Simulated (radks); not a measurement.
# Co⁴⁺ in [Ar] 3d5: an all-electron calculation

The task here is to estimate one member of a computed series from the others.

Method: Dirac Kohn-Sham, PBE, spin-unpolarised, spherical densities, point nucleus; open shells fill j = l - 1/2 first. Code: radks (a radial shooting solver on a logarithmic mesh, Libxc functionals) version 1.

## The atom as given

```
element       : cobalt (Z = 27)
charge        : +4
electrons     : 23
configuration : [Ar] 3d5
```

Set-up of the first run:

Settings of this run:

```text
Z 27
configuration [Ar] 3d5
relativity Dirac
functional pbe,pbe
spin unpolarised
j_filling energy
nucleus point
c 137.035999084
```

One table of the session follows, with a row left open; its other results are not shown here.

It belongs to the step «Radial structure». Sizes of the orbitals, from the radial functions (bohr):

```
level      <r>  outermost maximum (interpolated)  90 % within  nodes
1s1/2  0.05619                            0.0368        0.100      0
2s1/2   0.2552                             0.213        0.396      1
2p1/2   0.2228                             0.170        0.365      0
2p3/2   0.2259                             0.173        0.370      0
3s1/2   0.7602                             0.665         1.13      2
3p1/2   0.7860                             0.667         1.20      1
3p3/2   0.7945                             0.674         1.21      1
3d3/2   0.8772                             0.639         1.45      0
3d5/2        ?                                 ?            ?      ?
```

Estimate the missing values for 3d5/2.

**Answer.** <r>: 0.8803; outermost maximum (interpolated): 0.641; 90 % within: 1.46; nodes: 0. In the column «<r>» it is the highest.

Caveats from the session: Spin polarisation and multiplet splitting are left out.
